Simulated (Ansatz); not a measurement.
# CH₇FOSi₂: one species, many methods

How much do the methods differ for CH₇FOSi₂? The plan is to run it at one geometry with functionals of several rungs and with coupled cluster, and see how far each lands from CCSD(T) at the basis-set limit for the atomisation energy.

Program: Ansatz 0.2.0, Gaussian basis. Level of theory: functionals in def2-TZVPP, the program's frozen cores in correlated methods. These are calculated values, not measurements.

Plan: LDA (SPW92), PBE-D4, revPBE-D4, BLYP-D4, r2SCAN-D4, B97M-V, PBE0-D4, B3LYP-D4, r2SCANh-D4, r2SCAN0-D4, HSE06-D4, BHLYP-D4, CAM-B3LYP-D4, LC-ωPBE, ωB97X-V, ωB97M-V, B2PLYP, PBE-QIDH; CCSD(T)/def2-SVP; CCSD(T)/def2-TZVPP; MP2/def2-QZVPP; extrapolation to the limit; RPA on PBE.

## Step 1: Structure used throughout

The geometry comes from an earlier relaxation with PBE0-D4 in a triple-zeta def2 set; it is a stationary point, not always the lowest conformer.

SMILES `C[SiH](F)[SiH2]O`, 12 atoms, charge 0, spin multiplicity 1.

Atoms are counted from 1 here; the program's logs count them from 0.

Bond lengths: C1–Si2 1.860 Å, C1–H6 1.093 Å, C1–H7 1.092 Å, C1–H8 1.094 Å, Si2–F3 1.616 Å, Si2–Si4 2.354 Å, Si2–H9 1.491 Å, Si4–O5 1.656 Å, Si4–H10 1.493 Å, Si4–H11 1.486 Å, O5–H12 0.958 Å. Angles: Si2–C1–H6 110.9°, Si2–C1–H7 111.2°, Si2–C1–H8 109.9°, H6–C1–H7 108.6°, H6–C1–H8 108.1°, H7–C1–H8 108.0°, C1–Si2–F3 108.3°, C1–Si2–Si4 113.0°, C1–Si2–H9 110.1°, F3–Si2–Si4 106.9°, F3–Si2–H9 106.9°, Si4–Si2–H9 111.3°, Si2–Si4–O5 111.2°, Si2–Si4–H10 109.9°, Si2–Si4–H11 110.3°, O5–Si4–H10 111.4°, O5–Si4–H11 105.6°, H10–Si4–H11 108.3° and more.

## Step 2: LDA

This LDA is Slater exchange with PW92 correlation.

in.yaml

```yaml
crystal:
  periodic: [false, false, false]
  atoms:
    - {symbol: C, position_ang: [-1.158083, -0.248729, 1.485879]}
    - {symbol: Si, position_ang: [0.512385, -0.490504, 0.704159]}
    - {symbol: F, position_ang: [1.551886, 0.529986, 1.404449]}
    - {symbol: Si, position_ang: [0.529008, -0.010440, -1.600204]}
    - {symbol: O, position_ang: [0.107382, 1.565477, -1.886070]}
    - {symbol: H, position_ang: [-1.106650, -0.394553, 2.567577]}
    - {symbol: H, position_ang: [-1.546355, 0.752728, 1.288109]}
    - {symbol: H, position_ang: [-1.868378, -0.973457, 1.077846]}
    - {symbol: H, position_ang: [1.010964, -1.869106, 0.974628]}
    - {symbol: H, position_ang: [1.868799, -0.327901, -2.176405]}
    - {symbol: H, position_ang: [-0.489708, -0.830911, -2.305853]}
    - {symbol: H, position_ang: [0.665848, 2.242110, -1.500314]}
basis:
  gaussian: {orbitals: def2-TZVPP}
hamiltonian: {xc: lda}
output: {orbitals: {seedname: orbitals}}
```

The runs that follow: PBE-D4 (GGA); revPBE-D4 (GGA); BLYP-D4 (GGA); r2SCAN-D4 (meta-GGA); B97M-V (meta-GGA); PBE0-D4 (hybrid); B3LYP-D4 (hybrid); r2SCANh-D4 (hybrid); r2SCAN0-D4 (hybrid); HSE06-D4 (hybrid); BHLYP-D4 (hybrid); CAM-B3LYP-D4 (range-separated); LC-ωPBE-D4 (range-separated); ωB97X-V (range-separated); ωB97M-V (range-separated); B2PLYP (double hybrid); PBE-QIDH (double hybrid); CCSD(T) in def2-SVP; CCSD(T) in def2-TZVPP; MP2 in def2-QZVPP; RPA on PBE orbitals.

**Question.** What will the summary of the whole plan be? Wanted: atomisation energy, CCSD(T)/CBS; farthest beyond LDA; mean size of error, GGA; mean size of error, meta-GGA; mean size of error, hybrid; mean size of error, range-separated; mean size of error, double hybrid; gap, smallest and largest; T1 diagnostic.

The runs gave:

```
                               quantity                                                      value
        atomisation energy, CCSD(T)/CBS                                              4331.9 kJ/mol
 functionals within 21.7 kJ/mol (0.5 %)  PBE-D4, r2SCAN-D4, B97M-V, CAM-B3LYP-D4, ωB97X-V, ωB97M-V
                    farthest beyond LDA                                   BHLYP-D4 (-123.7 kJ/mol)
                mean size of error, GGA                                                47.8 kJ/mol
           mean size of error, meta-GGA                                                10.2 kJ/mol
             mean size of error, hybrid                                                62.3 kJ/mol
    mean size of error, range-separated                                                15.5 kJ/mol
      mean size of error, double hybrid                                                66.7 kJ/mol
              gap, smallest and largest                  4.67 eV (LDA (SPW92)), 11.73 eV (LC-ωPBE)
                          T1 diagnostic                                                     0.0116
triples share of the correlation energy                                                      3.2 %
```

What this shows: LDA overbinds by 519.8 kJ/mol (12 %). PBE-D4 is off by -1.2 kJ/mol. Double hybrids carry the basis error of their MP2 part in triple zeta, and no dispersion term here, so their miss is partly the set-up's. The rungs meta-GGA, range-separated miss on average by less than the doubt on the reference (21.7 kJ/mol), so they tie. The reference freezes the cores and leaves out relativity and excitations past (T), so misses under about 21.7 kJ/mol can't be ranked. Hartree-Fock recovers 75 % of the binding; the rest is correlation. CCSD(T) in def2-SVP is off by -321.4 kJ/mol, more than most functionals: a good method in a small basis is no reference. Orbital gaps span 4.7 to 11.7 eV; exact exchange widens them.
